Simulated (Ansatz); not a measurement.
# Sm3H2: the cost of one run

Program: Ansatz 0.2.0. Level of theory: DFT PBE, scalar-relativistic, plane waves, PAW; 4f electrons in the core of a trivalent norm-conserving potential. These are calculated values, not measurements.

### 1 Starting point

The structure is trigonal, space group R-3m (No. 166). The conventional cell has a = 4.870 Å, b = 4.870 Å, c = 15.497 Å, α = 90.00°, β = 90.00°, γ = 120.00°. Sm (site symmetry 3m) is surrounded by 4 Sm at 2.94 to 3.02 Å and 4 H at 2.98 to 3.20 Å. Sm (site symmetry -3m) has 6 Sm at 3.02 Å and 2 H at 3.08 Å in its first shell of neighbours. Around H (site symmetry 3m) lie 5 Sm at 2.98 to 3.20 Å and 3 H at 2.98 Å.

Structure file:

```
Sm H
1.0
     2.43513    1.40592    5.16580
    -2.43513    1.40592    5.16580
     0.00000   -2.81185    5.16580
Sm H
3 2
Direct
  0.40500 0.40500 0.40500
  0.59500 0.59500 0.59500
  0.00000 0.00000 0.00000
  0.80130 0.80130 0.80130
  0.19870 0.19870 0.19870
```

Recipe of the guess: species swapped into a database cell of Li3Ga2 (R-3m, No. 166), with Sm on the Li sites and H on the Ga sites. The dimensions are guesses.

### 2 The guess as it stands, on a coarse mesh

input.yaml reads:

```yaml
crystal:
  lattice:
    - [2.43513083, 1.40592344, 5.16580067]
    - [-2.43513083, 1.40592344, 5.16580067]
    - [0.0, -2.81184689, 5.16580067]
  atoms:
    - { symbol: Sm, position: [0.405, 0.405, 0.405] }
    - { symbol: Sm, position: [0.595, 0.595, 0.595] }
    - { symbol: Sm, position: [0.0, 0.0, 0.0] }
    - { symbol: H, position: [0.80129999, 0.80129999, 0.80129999] }
    - { symbol: H, position: [0.19870001, 0.19870001, 0.19870001] }
basis:
  ecutwfc: 690
kpoints:
  mp_grid: { grid: [6, 6, 6] }
hamiltonian:
  xc: pbe
  pseudopotentials:
    kind: paw
    azcp: { Sm: "pseudopotentials/pbe/nc/lanthanide_3plus/Sm.nc.azcp" }
scf:
  occupations: { method: gaussian, width: 0.1 }
  lower_state_search: "off"
output:
  forces: true
  stress: true
  eigenvalues: true
```

Run with:

```bash
$ ansatz run input.yaml --threads 1 --pin off --max-ram 2560MiB --backend cpu --events-out ev --progress --plain --runs-dir out
```

What time and memory should one allow on 1 thread of Arm Neoverse V1, shared host?

About 9.3 s, with a peak of 0.46 GiB.
